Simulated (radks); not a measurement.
# Ba³⁺ in [Kr] 4d10 5s1.5 5p5 5d0.5: an all-electron calculation

Aim: the levels, the sizes of the orbitals and the parts of the energy of the barium ion Ba3+.

Method: Dirac Kohn-Sham, BLYP, spin-unpolarised, spherical densities, finite nucleus; open shells fill j = l - 1/2 first. Code: radks (a radial shooting solver on a logarithmic mesh, Libxc functionals) version 1.

**1. What is computed**

| Quantity | Value |
| --- | --- |
| element | barium (Z = 56) |
| charge | +3 |
| electrons | 53 |
| configuration | [Kr] 4d10 5s1.5 5p5 5d0.5 |
| nuclear rms radius | 4.8378 fm |

**2. The run**

Settings of this run:

```text
Z 56
configuration [Kr] 4d10 5s1.5 5p5 5d0.5
relativity Dirac
functional b88,lyp
spin unpolarised
j_filling energy
nucleus finite rms 4.8378 fm
c 137.035999084
```

Command:

```bash
python run_ks.py task.json out
```

The same process makes all the runs of this session.

Q: Predict the outcome of this run.

As calculated:

```
                        quantity                   value
                    total energy      -8137.1909 hartree
exchange-correlation share of it                  2.43 %
                            −T/E                  1.0675
          highest occupied level       5d3/2, -23.115 eV
    most extended occupied level  5d3/2, <r> = 2.47 bohr
 radius at density 0.001 e/bohr³               3.70 bohr
    maxima of the radial density                       4
```

5 principal shells are occupied and 4 maxima appear in the radial density; where shells overlap, one shows as a shoulder or not at all. −T/E is 1.067: with relativity the kinetic term as defined here no longer equals −E. This is not the tabulated ground configuration, so its levels and sizes aren't those of the ground state, and no measured value stands beside it.
